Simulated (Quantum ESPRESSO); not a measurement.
# NbSi (Pm-3m) in Quantum ESPRESSO: convergence with k mesh

Aim: find how far k mesh must go before the results for NbSi settle, at PBEsol. This setting moves, with any that are tied to it; all else stays.

All numbers are computed with Quantum ESPRESSO 7.5; they aren't measurements. Logs are shortened: lines on timing, memory, paths and dates and some standing lists are left out, and cuts for length are marked.

**1. Starting point**

Symmetry: Pm-3m, No. 221, cubic system. The conventional cell has a = 3.156 Å, b = 3.156 Å, c = 3.156 Å, α = 90.00°, β = 90.00°, γ = 90.00°. Around Nb (site symmetry m-3m) lie 8 Si at 2.73 Å. Around Si (site symmetry m-3m) lie 8 Nb at 2.73 Å.

The cell was built by a generator and needn't be a form met in nature.

**2. With k mesh 1 × 1 × 1**

The input, pw.in:

```
&CONTROL
  calculation = 'scf'
  prefix = 'pwscf'
  outdir = './tmp'
  pseudo_dir = './pseudo'
  tprnfor = .true.
  tstress = .true.
  disk_io = 'nowf'
/
&SYSTEM
  ibrav = 0
  nat = 2
  ntyp = 2
  ecutwfc = 82
  nbnd = 15
  occupations = 'smearing'
  smearing = 'fd'
  degauss = 0.00734986
/
&ELECTRONS
  conv_thr = 4d-10
  electron_maxstep = 120
  mixing_beta = 0.5
/
ATOMIC_SPECIES
Nb    92.9064 Nb.upf
Si    28.0850 Si.upf
CELL_PARAMETERS angstrom
   3.1564400000    0.0000000000    0.0000000000
   0.0000000000    3.1564400000    0.0000000000
   0.0000000000    0.0000000000    3.1564400000
ATOMIC_POSITIONS crystal
Nb     0.0000000000    0.0000000000    0.0000000000
Si     0.5000000000    0.5000000000    0.5000000000
K_POINTS automatic
1 1 1 0 0 0
```

Potentials or basis: PseudoDojo 0.4.1 SR PBEsol standard.

Command:

```console
$ OMP_NUM_THREADS=1 pw.x -in pw.in > pw.out
```

It took 1.4 s on 1 thread of Arm Neoverse V1, shared host; peak memory 0.05 GiB.

What came out:

```
Free energy            : -1801.5927 eV
Pressure               : 21.6 GPa
Band gap on the k mesh : none (metal or under the smearing width)
```

**3. With k mesh 2 × 2 × 2**

Changes to pw.in since step 2:

```diff
@@ -35,2 +35,2 @@
 K_POINTS automatic
-1 1 1 0 0 0
+2 2 2 0 0 0
```

Potentials or basis: PseudoDojo 0.4.1 SR PBEsol standard.

Command:

```console
$ OMP_NUM_THREADS=1 pw.x -in pw.in > pw.out
```

Wall time 2.7 s (1 thread of Arm Neoverse V1, shared host); peak memory 0.05 GiB.

What came out:

- Free energy: -1810.8566 eV
- Pressure: -8.6 GPa
- Band gap on the k mesh: none (metal or under the smearing width)

**4. With k mesh 4 × 4 × 4**

Changes to pw.in since step 3:

```diff
@@ -35,2 +35,2 @@
 K_POINTS automatic
-2 2 2 0 0 0
+4 4 4 0 0 0
```

Command:

```console
$ OMP_NUM_THREADS=1 pw.x -in pw.in > pw.out
```

Run time: 4.7 s. Hardware: 1 thread of Arm Neoverse V1, shared host; peak memory 0.05 GiB.

Results:

```yaml
Free_energy: -1809.4518 eV
Pressure: -2.5 GPa
Band_gap_on_the_k_mesh: none (metal or under the smearing width)
```

**5. With k mesh 5 × 5 × 5**

Changes to pw.in since step 4:

```diff
@@ -35,2 +35,2 @@
 K_POINTS automatic
-4 4 4 0 0 0
+5 5 5 0 0 0
```

Command:

```console
$ OMP_NUM_THREADS=1 pw.x -in pw.in > pw.out
```

Run time: 4.8 s. Hardware: 1 thread of Arm Neoverse V1, shared host; peak memory 0.05 GiB.

Results:

- Free energy: -1809.6956 eV
- Pressure: -5.4 GPa
- Band gap on the k mesh: none (metal or under the smearing width)

**6. With k mesh 6 × 6 × 6**

Changes to pw.in since step 5:

```diff
@@ -35,2 +35,2 @@
 K_POINTS automatic
-5 5 5 0 0 0
+6 6 6 0 0 0
```

Potentials or basis: PseudoDojo 0.4.1 SR PBEsol standard.

Command:

```console
$ OMP_NUM_THREADS=1 pw.x -in pw.in > pw.out
```

Wall time 9.6 s (1 thread of Arm Neoverse V1, shared host); peak memory 0.05 GiB.

The run converged. Its results:

```yaml
Free_energy: -1809.7088 eV
Pressure: -4.5 GPa
Band_gap_on_the_k_mesh: none (metal or under the smearing width)
```

**7. With k mesh 7 × 7 × 7**

Changes to pw.in since step 6:

```diff
@@ -35,2 +35,2 @@
 K_POINTS automatic
-6 6 6 0 0 0
+7 7 7 0 0 0
```

Command:

```console
$ OMP_NUM_THREADS=1 pw.x -in pw.in > pw.out
```

Run time: 8.8 s. Hardware: 1 thread of Arm Neoverse V1, shared host; peak memory 0.05 GiB.

It converged, with:

* Free energy: -1809.6546 eV
* Pressure: -4.2 GPa
* Band gap on the k mesh: none (metal or under the smearing width)

**8. With k mesh 8 × 8 × 8**

Changes to pw.in since step 7:

```diff
@@ -35,2 +35,2 @@
 K_POINTS automatic
-7 7 7 0 0 0
+8 8 8 0 0 0
```

Command:

```console
$ OMP_NUM_THREADS=1 pw.x -in pw.in > pw.out
```

Wall time 15 s (1 thread of Arm Neoverse V1, shared host); peak memory 0.06 GiB.

The run converged. Its results:

- Free energy: -1809.6420 eV
- Pressure: -4.7 GPa
- Band gap on the k mesh: none (metal or under the smearing width)

**9. With k mesh 10 × 10 × 10**

Changes to pw.in since step 8:

```diff
@@ -35,2 +35,2 @@
 K_POINTS automatic
-8 8 8 0 0 0
+10 10 10 0 0 0
```

Potentials or basis: PseudoDojo 0.4.1 SR PBEsol standard.

Command:

```console
$ OMP_NUM_THREADS=1 pw.x -in pw.in > pw.out
```

It took 23 s on 1 thread of Arm Neoverse V1, shared host; peak memory 0.07 GiB.

It converged, with:

| Quantity | Value |
| --- | --- |
| Free energy | -1809.6616 eV |
| Pressure | -4.7 GPa |
| Band gap on the k mesh | none (metal or under the smearing width) |

**10. With k mesh 11 × 11 × 11**

Changes to pw.in since step 9:

```diff
@@ -35,2 +35,2 @@
 K_POINTS automatic
-10 10 10 0 0 0
+11 11 11 0 0 0
```

Potentials or basis: PseudoDojo 0.4.1 SR PBEsol standard.

Command:

```console
$ OMP_NUM_THREADS=1 pw.x -in pw.in > pw.out
```

pw.out:

```text
This program is part of the open-source Quantum ESPRESSO suite
     for quantum simulation of materials; please cite
[... 9 lines left out ...]
     --------------------
     sticks:   dense  smooth     PW     G-vecs:    dense   smooth      PW
     Sum         933     933    277                21247    21247    3431

     Using Slab Decomposition

     bravais-lattice index     =            0
     lattice parameter (alat)  =       5.9648  a.u.
     unit-cell volume          =     212.2214 (a.u.)^3
     number of atoms/cell      =            2
     number of atomic types    =            2
     number of electrons       =        17.00
     number of Kohn-Sham states=           15
     kinetic-energy cutoff     =      82.0000  Ry
     charge density cutoff     =     328.0000  Ry
     scf convergence threshold =      4.0E-10
     mixing beta               =       0.5000
     number of iterations used =            8  plain     mixing
     Exchange-correlation= PBESOL
                           (   1   4  10   8   0   0   0)

     celldm(1)=   5.964807  celldm(2)=   0.000000  celldm(3)=   0.000000
     celldm(4)=   0.000000  celldm(5)=   0.000000  celldm(6)=   0.000000

     crystal axes: (cart. coord. in units of alat)
               a(1) = (   1.000000   0.000000   0.000000 )
               a(2) = (   0.000000   1.000000   0.000000 )
               a(3) = (   0.000000   0.000000   1.000000 )

     reciprocal axes: (cart. coord. in units 2 pi/alat)
               b(1) = (  1.000000  0.000000  0.000000 )
               b(2) = (  0.000000  1.000000  0.000000 )
               b(3) = (  0.000000  0.000000  1.000000 )

     PseudoPot. # 1 for Nb read from file:
     Nb.upf
     Pseudo is Norm-conserving + core correction, Zval = 13.0
     Generated using ONCVPSP code by D. R. Hamann
     Using radial grid of 1660 points,  6 beta functions with:
                l(1) =   0
                l(2) =   0
                l(3) =   1
                l(4) =   1
                l(5) =   2
                l(6) =   2

     PseudoPot. # 2 for Si read from file:
     Si.upf
     Pseudo is Norm-conserving + core correction, Zval =  4.0
     Generated using ONCVPSP code by D. R. Hamann
     Using radial grid of 1510 points,  6 beta functions with:
                l(1) =   0
                l(2) =   0
                l(3) =   1
                l(4) =   1
                l(5) =   2
                l(6) =   2

     atomic species   valence    mass     pseudopotential
     Nb               13.00    92.90640     Nb( 1.00)
     Si                4.00    28.08500     Si( 1.00)

     48 Sym. Ops., with inversion, found

   Cartesian axes

     site n.     atom                  positions (alat units)
         1        Nb     tau(   1) = (   0.0000000   0.0000000   0.0000000  )
         2        Si     tau(   2) = (   0.5000000   0.5000000   0.5000000  )

     number of k points=    56  Fermi-Dirac smearing, width (Ry)=  0.0073
                       cart. coord. in units 2pi/alat
        k(    1) = (   0.0000000   0.0000000   0.0000000), wk =   0.0015026
        k(    2) = (   0.0000000   0.0000000   0.0909091), wk =   0.0090158
        k(    3) = (   0.0000000   0.0000000   0.1818182), wk =   0.0090158
        k(    4) = (   0.0000000   0.0000000   0.2727273), wk =   0.0090158
        k(    5) = (   0.0000000   0.0000000   0.3636364), wk =   0.0090158
        k(    6) = (   0.0000000   0.0000000   0.4545455), wk =   0.0090158
[... 48 lines left out ...]
        k(   55) = (   0.3636364   0.4545455   0.4545455), wk =   0.0360631
        k(   56) = (   0.4545455   0.4545455   0.4545455), wk =   0.0120210

     Dense  grid:    21247 G-vectors     FFT dimensions: (  36,  36,  36)

     Initial potential from superposition of free atoms

     starting charge      16.9973, renormalised to      17.0000
     Starting wfcs are   14 randomized atomic wfcs +    1 random wfcs

     Self-consistent Calculation

     iteration #  1     ecut=    82.00 Ry     beta= 0.50
     Davidson diagonalization with overlap
     ethr =  1.00E-02,  avg # of iterations =  4.4

     total energy              =    -132.92830637 Ry
     estimated scf accuracy    <       0.22912130 Ry

     iteration #  2     ecut=    82.00 Ry     beta= 0.50
     Davidson diagonalization with overlap
     ethr =  1.35E-03,  avg # of iterations =  2.0

     total energy              =    -132.99106580 Ry
     estimated scf accuracy    <       0.08434509 Ry

     iteration #  3     ecut=    82.00 Ry     beta= 0.50
     Davidson diagonalization with overlap
     ethr =  4.96E-04,  avg # of iterations =  1.6

     total energy              =    -133.00668782 Ry
     estimated scf accuracy    <       0.00209895 Ry

     iteration #  4     ecut=    82.00 Ry     beta= 0.50
     Davidson diagonalization with overlap
     ethr =  1.23E-05,  avg # of iterations =  3.5

     total energy              =    -133.00697959 Ry
     estimated scf accuracy    <       0.00001627 Ry

     iteration #  5     ecut=    82.00 Ry     beta= 0.50
     Davidson diagonalization with overlap
     ethr =  9.57E-08,  avg # of iterations =  3.2

     total energy              =    -133.00698407 Ry
     estimated scf accuracy    <       0.00000267 Ry

     iteration #  6     ecut=    82.00 Ry     beta= 0.50
     Davidson diagonalization with overlap
     ethr =  1.57E-08,  avg # of iterations =  1.6

     total energy              =    -133.00698432 Ry
     estimated scf accuracy    <       0.00000029 Ry

     iteration #  7     ecut=    82.00 Ry     beta= 0.50
     Davidson diagonalization with overlap
     ethr =  1.68E-09,  avg # of iterations =  1.9

     total energy              =    -133.00698438 Ry
     estimated scf accuracy    <       0.00000002 Ry

     iteration #  8     ecut=    82.00 Ry     beta= 0.50
     Davidson diagonalization with overlap
     ethr =  9.67E-11,  avg # of iterations =  2.1

     End of self-consistent calculation

          k = 0.0000 0.0000 0.0000 (  2601 PWs)   bands (ev):

   -39.3598 -15.3090 -15.3090 -15.3090   4.1376  12.5109  12.5109  17.4176
    17.4176  17.4176  17.6828  17.6828  17.6828  24.5983  25.3258

          k = 0.0000 0.0000 0.0909 (  2653 PWs)   bands (ev):

   -39.3570 -15.3450 -15.3058 -15.3058   4.2812  12.4630  12.5829  16.5189
    16.5189  17.3806  17.4517  18.6547  18.6547  24.7710  24.8869

          k = 0.0000 0.0000 0.1818 (  2661 PWs)   bands (ev):

   -39.3493 -15.4405 -15.2970 -15.2970   4.6994  12.1351  12.7877  15.6225
    15.6225  17.0572  17.5452  19.7863  19.7863  23.5744  25.0627

          k = 0.0000 0.0000 0.2727 (  2677 PWs)   bands (ev):

   -39.3393 -15.5633 -15.2855 -15.2855   5.3576  11.3000  13.0875  14.8975
    14.8975  17.4041  17.6730  20.9522  20.9522  22.3109  25.0973

          k = 0.0000 0.0000 0.3636 (  2665 PWs)   bands (ev):

   -39.3300 -15.6739 -15.2749 -15.2749   6.1968  10.1554  13.4059  14.3887
    14.3887  17.7963  18.3244  21.2831  22.1649  22.1649  24.8923

          k = 0.0000 0.0000 0.4545 (  2666 PWs)   bands (ev):

   -39.3245 -15.7388 -15.2686 -15.2686   7.0453   9.1038  13.6221  14.1267
    14.1267  17.8725  19.2259  20.6971  23.4397  23.4398  24.8882

          k = 0.0000 0.0909 0.0909 (  2654 PWs)   bands (ev):

   -39.3541 -15.3442 -15.3389 -15.3025   4.4215  12.5027  12.5775  15.8643
    16.2646  17.2312  17.7608  18.6507  19.2347  24.6164  25.6252

          k = 0.0000 0.0909 0.1818 (  2661 PWs)   bands (ev):

   -39.3465 -15.4367 -15.3321 -15.2938   4.8296  12.2149  12.7490  15.1299
    15.6063  17.2069  17.5214  19.4325  20.2334  23.7486  25.5384

          k = 0.0000 0.0909 0.2727 (  2672 PWs)   bands (ev):

   -39.3365 -15.5587 -15.3199 -15.2823   5.4694  11.3727  13.0394  14.6564
    14.9465  17.3337  17.6451  20.4321  21.2928  22.6283  25.6625
[... 206 lines left out ...]
          k = 0.2727 0.3636 0.4545 (  2647 PWs)   bands (ev):

   -39.2764 -15.6458 -15.5770 -15.4628   8.0049  10.8431  10.9891  14.9384
    15.4204  16.3947  17.1279  19.8077  22.2483  23.2167  24.5840

          k = 0.2727 0.4545 0.4545 (  2652 PWs)   bands (ev):

   -39.2711 -15.6365 -15.6354 -15.4551   8.1789  10.8056  10.8559  14.6080
    15.2235  17.2996  17.3380  19.5881  21.6952  23.0401  24.9764

          k = 0.3636 0.3636 0.3636 (  2656 PWs)   bands (ev):

   -39.2729 -15.5784 -15.5676 -15.5676   8.1850  10.7851  10.7851  14.3397
    16.3546  16.5924  16.5924  21.0817  21.0817  23.8753  24.5129

          k = 0.3636 0.3636 0.4545 (  2648 PWs)   bands (ev):

   -39.2676 -15.6301 -15.5656 -15.5589   8.5041  10.5667  10.5777  13.9202
    16.4429  16.7052  17.6464  20.0901  21.9012  23.4921  23.9507

          k = 0.3636 0.4545 0.4545 (  2647 PWs)   bands (ev):

   -39.2624 -15.6212 -15.6201 -15.5536   8.8787  10.3856  10.4077  13.1269
    16.7129  17.9653  17.9746  19.8733  21.2527  23.3435  24.1393

          k = 0.4545 0.4545 0.4545 (  2641 PWs)   bands (ev):

   -39.2573 -15.6124 -15.6110 -15.6110   9.5650  10.1699  10.1699  12.0254
    18.2909  18.2909  18.4429  20.1793  20.1793  23.5266  23.5266

     the Fermi energy is    15.1780 ev

!    total energy              =    -133.00698439 Ry
     estimated scf accuracy    <          3.8E-10 Ry
     smearing contrib. (-TS)   =      -0.00395836 Ry
     internal energy E=F+TS    =    -133.00302602 Ry

     The total energy is F=E-TS. E is the sum of the following terms:
     one-electron contribution =     -21.84762154 Ry
     hartree contribution      =      19.98518089 Ry
     xc contribution           =     -29.15885127 Ry
     ewald contribution        =    -101.98173410 Ry

     convergence has been achieved in   8 iterations

     Forces acting on atoms (cartesian axes, Ry/au):

     atom    1 type  1   force =     0.00000000    0.00000000    0.00000000
     atom    2 type  2   force =     0.00000000    0.00000000    0.00000000

     Total force =     0.000000     Total SCF correction =     0.000000

     Computing stress (Cartesian axis) and pressure

          total   stress  (Ry/bohr**3)                   (kbar)     P=      -44.48
  -0.00030236   0.00000000   0.00000000          -44.48        0.00        0.00
   0.00000000  -0.00030236   0.00000000            0.00      -44.48        0.00
   0.00000000   0.00000000  -0.00030236            0.00        0.00      -44.48

=------------------------------------------------------------------------------=
   JOB DONE.
=------------------------------------------------------------------------------=
```

Run time: 23 s. Hardware: 1 thread of Arm Neoverse V1, shared host; peak memory 0.08 GiB.

What came out:

```
Free energy            : -1809.6522 eV
Pressure               : -4.4 GPa
Band gap on the k mesh : none (metal or under the smearing width)
```

**11. The series at a glance**

| k mesh | energy less the tightest run, at zero smearing (meV/atom) | pressure (GPa) | SCF cycles | CPU time (s) | peak memory (GiB) |
| --- | --- | --- | --- | --- | --- |
| 1 × 1 × 1 | 4163.90 | 21.58 | 14 | 1.4 | 0.05 |
| 2 × 2 × 2 | -591.77 | -8.63 | 9 | 2.7 | 0.05 |
| 4 × 4 × 4 | 119.11 | -2.52 | 8 | 4.7 | 0.05 |
| 5 × 5 × 5 | -20.95 | -5.45 | 8 | 4.8 | 0.05 |
| 6 × 6 × 6 | -31.82 | -4.53 | 9 | 9.6 | 0.05 |
| 7 × 7 × 7 | -2.56 | -4.16 | 8 | 8.8 | 0.05 |
| 8 × 8 × 8 | 7.78 | -4.69 | 8 | 15 | 0.06 |
| 10 × 10 × 10 | -5.75 | -4.67 | 8 | 23 | 0.07 |
| 11 × 11 × 11 | 0.00 | -4.45 | 8 | 23 | 0.08 |

Not settled before the last step: the energy (to 1 meV/atom), the pressure (to 0.1 GPa). Meshes of other sizes hit other points, so gaps and Fermi surfaces needn't settle smoothly. The tightest run that finished is the yardstick and may itself not be fully converged.
